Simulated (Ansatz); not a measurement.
**HNSiTe (SMILES N1=[SiH][Te]1): single points off equilibrium**

An exercise on one series of results from a longer session: the logs are not shown, and one member is left open.

Computed with Ansatz 0.2.0, Gaussian basis. Level: single points in def2-TZVPP.

Correlated methods freeze the cores. Filled d shells of the heavier atoms are correlated. Core potentials replace the inner electrons past krypton, and spin-orbit coupling is left out.

### Starting geometry

SMILES `N1=[SiH][Te]1`, 4 atoms, charge 0, spin multiplicity 1.

Atoms are counted from 1 here; the program's logs count them from 0.

Bond lengths: N1–Si2 1.591 Å, N1–Te3 2.348 Å, Si2–Te3 2.373 Å, Si2–H4 1.477 Å. Angles: Si2–N1–Te3 71.2°, N1–Si2–Te3 69.5°, N1–Si2–H4 153.7°, Te3–Si2–H4 136.5°, N1–Te3–Si2 39.4°.

As a file:

```xyz
4

N     0.4897   -1.0823   -0.6841
Si    0.2736    0.3898   -0.1204
Te   -1.2292   -1.1270    0.9149
H     0.5048    1.8481   -0.1030
```

Set-up of the first run:

The input, run/in.yaml:

```yaml
crystal:
  periodic: [false, false, false]
  atoms:
    - {symbol: N, position_ang: [0.489700, -1.082300, -0.684100]}
    - {symbol: Si, position_ang: [0.273600, 0.389800, -0.120400]}
    - {symbol: Te, position_ang: [-1.229200, -1.127000, 0.914900]}
    - {symbol: H, position_ang: [0.504800, 1.848100, -0.103000]}
basis:
  gaussian: {orbitals: def2-TZVPP}
correlation: {method: ccsd_t}
output: {forces: true}
```

The command line of these runs was not kept.

Among the steps run: CCSD(T)/def2-TZVPP; PBE0-D4/def2-TZVPP; wB97M-V/def2-TZVPP; r2SCAN-D4/def2-TZVPP; PBE-D4/def2-TZVPP; HSE06-D4/def2-TZVPP; BHLYP-D4/def2-TZVPP.

One of the session's tables, all rows but one given; the rest of the session is left out.

| method | RMS force component (eV/Å) | angle to CCSD(T) forces (°) | dipole (D) |
| --- | --- | --- | --- |
| CCSD(T) | 1.020 | reference | 3.51 |
| PBE0-D4 | 0.653 | 18.6 | 3.66 |
| wB97M-V | 0.547 | 24.6 | 3.87 |
| r2SCAN-D4 | 0.782 | 9.7 | 3.53 |
| PBE-D4 | 0.960 | 7.0 | 3.31 |
| HSE06-D4 | 0.661 | 17.8 | 3.65 |
| BHLYP-D4 | ? | ? | ? |

Q: Estimate the row for BHLYP-D4 from the others.

The run gave: RMS force component (eV/Å): 0.425; angle to CCSD(T) forces (°): 41.7; dipole (D): 4.03. In the column «RMS force component (eV/Å)» it is the lowest.
